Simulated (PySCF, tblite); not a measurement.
# BH12N3Si3: geometry, infrared bands and NMR shifts

Wanted: the infrared bands and NMR shifts of BH12N3Si3 (`NB(N)[SiH2]N([SiH3])[SiH3]`), by calculation.

Programs: tblite 0.8.0 and PySCF 2.14.0, with density-fitted response routines of our own. Each step states its level of theory. These are calculated values for one molecule in the gas phase, unless marked as measured. Atoms count from 0, in the outputs and in this text.

## Step 1: The molecule as given

19 atoms, charge 0, multiplicity 1; geometry from: force field or distance geometry start.

Bonds of the start (Å): N0–B1 1.54, B1–N2 1.51, B1–Si3 1.95, Si3–N4 1.74, N4–Si5 1.76, N4–Si6 1.73, N0–H7 1.05, N0–H8 1.06, N2–H9 1.04, N2–H10 1.04, Si3–H11 1.46, Si3–H12 1.48, Si5–H13 1.48, Si5–H14 1.47, Si5–H15 1.47, Si6–H16 1.47, Si6–H17 1.49, Si6–H18 1.48.

## Step 2: Geometry optimisation with GFN2-xTB

What the job is given:

```
{"job": {"kind": "relax", "xc": "GFN2-xTB", "basis": "xTB"}, "charge": 0, "multiplicity": 1}
N      2.298100    -1.073500     0.928900
B      1.856000     0.191400     0.162900
N      2.675100     0.714800    -0.986600
Si     0.098900     0.907000     0.628500
N     -1.090700    -0.065500    -0.194600
Si    -1.972700     0.711900    -1.507000
Si    -1.890400    -1.336600     0.662100
H      3.037600    -0.745900     1.603800
H      1.460800    -1.439100     1.461500
H      3.381200    -0.000400    -1.264300
H      3.132700     1.591100    -0.651600
H      0.120600     2.296000     0.166100
H     -0.000000     0.899500     2.104700
H     -1.653700     2.151800    -1.657200
H     -1.618200     0.017100    -2.757600
H     -3.415500     0.497000    -1.300000
H     -2.183400    -1.077200     2.074200
H     -1.079300    -2.575700     0.530700
H     -3.167000    -1.654300    -0.012000
```

The run is started by

```console
> OMP_NUM_THREADS=1 python probes_run.py task.json out
```

The driver reads the jobs from task.json and runs them one after another.

**Question.** This job is followed by: GFN2-xTB harmonic vibrations, gas phase; GIAO PBE0/pcSseg-1 NMR shielding, non-relativistic, gas phase. Predict these results of the whole session: strongest single infrared mode (GFN2-xTB); zero-point energy (GFN2-xTB); ¹H shifts against TMS (PBE0/pcSseg-1, means over atoms taken as alike); ¹⁵N shifts against NH3 (PBE0/pcSseg-1, means over atoms taken as alike); ¹¹B shifts against BF3·OEt2 (PBE0/pcSseg-1); ²⁹Si shifts against TMS (PBE0/pcSseg-1, means over atoms taken as alike); surface potential, 1st and 99th percentile.

As calculated:

| quantity | value |
| --- | --- |
| strongest single infrared mode (GFN2-xTB) | 2170 cm⁻¹, 819 km/mol |
| zero-point energy (GFN2-xTB) | 79.3 kcal/mol |
| ¹H shifts against TMS (PBE0/pcSseg-1, means over atoms taken as alike) | 5.06, 4.81, 2.75 ppm |
| ¹⁵N shifts against NH3 (PBE0/pcSseg-1, means over atoms taken as alike) | 79.9, -9.4 ppm |
| ¹¹B shifts against BF3·OEt2 (PBE0/pcSseg-1) | 22.8 ppm |
| ²⁹Si shifts against TMS (PBE0/pcSseg-1, means over atoms taken as alike) | -27.5, -47.3 ppm |
| surface potential, 1st and 99th percentile | -0.75 V and 1.67 V |

The optimisation took 121 steps and gained 1.796 eV; among the close pairs (by a distance rule), N0–B1 changed most, from 1.543 to 1.406 Å. The lowest mode is slightly imaginary (16i cm⁻¹), a soft motion within the noise of the Hessian, so the minimum is not strictly shown. The strongest single mode, at 2170 cm⁻¹, moves mainly H17 and H14. Unscaled tight-binding wavenumbers are off by several per cent, some by more. Its intensities can rank the bands wrongly. At PBE0/pcSseg-1: The largest span, 138 ppm, is at Si5, Si6, where the paramagnetic term is -485 ppm.
